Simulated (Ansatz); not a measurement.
# GeH6O: the cost of one run

Program: Ansatz 0.2.0. Level of theory: RKS B3LYP/def2-SVP. These are calculated values, not measurements.

## Step 1: The structure to begin with

Bond lengths: Ge1–H3 1.550 Å, Ge1–H4 1.549 Å, Ge1–H5 1.549 Å, Ge1–O6 2.070 Å, O6–H7 1.010 Å. Angles: H3–Ge1–H4 109.5°, H3–Ge1–H5 109.5°, H3–Ge1–O6 178.9°, H4–Ge1–H5 109.5°, H4–Ge1–O6 70.0°, H5–Ge1–O6 70.0°, Ge1–O6–H7 109.5°.

Structure file:

```xyz
8

Ge    0.0000    0.0000    0.0000
H     0.0000    0.0000    1.9000
H     1.4616    0.0000   -0.5162
H    -0.7300    1.2648   -0.5162
H    -0.7300   -1.2648   -0.5162
O    -1.9644    0.0000    0.6527
H    -2.5095   -0.6297    0.0813
H    -0.9937    0.0000    1.8011
```

## Step 2: Pulling towards end A

Springs on the bonds that form and break draw the guess towards this end; the thresholds are loose.

File input.yaml:

```yaml
crystal:
  periodic: [false, false, false]
  atoms:
    - { symbol: Ge, position_ang: [0.0, 0.0, 0.0] }
    - { symbol: H, position_ang: [0.0, 0.0, 1.9] }
    - { symbol: H, position_ang: [1.4616, 0.0, -0.5162] }
    - { symbol: H, position_ang: [-0.73, 1.2648, -0.5162] }
    - { symbol: H, position_ang: [-0.73, -1.2648, -0.5162] }
    - { symbol: O, position_ang: [-1.9644, 0.0, 0.6527] }
    - { symbol: H, position_ang: [-2.5095, -0.6297, 0.0813] }
    - { symbol: H, position_ang: [-0.9937, 0.0, 1.8011] }
basis:
  gaussian: { orbitals: def2-SVP }
hamiltonian:
  xc: b3lyp
relax:
  f_tol: 0.15
  max_steps: 25
  restrain:
    - { distance: [0, 5], at: 2.97, k: 30.0 }
    - { distance: [7, 1], at: 1.86, k: 30.0 }
    - { distance: [0, 1], at: 1.55, k: 30.0 }
    - { distance: [7, 5], at: 1.01, k: 30.0 }
```

The run is started by

```
ansatz run input.yaml --threads 1 --pin off --max-ram 2048MiB --backend cpu --events-out ev --progress --plain --runs-dir out
```

What time and memory should one allow on 1 thread of Arm Neoverse V2, shared host?

About 26 s, with a peak of 0.15 GiB.
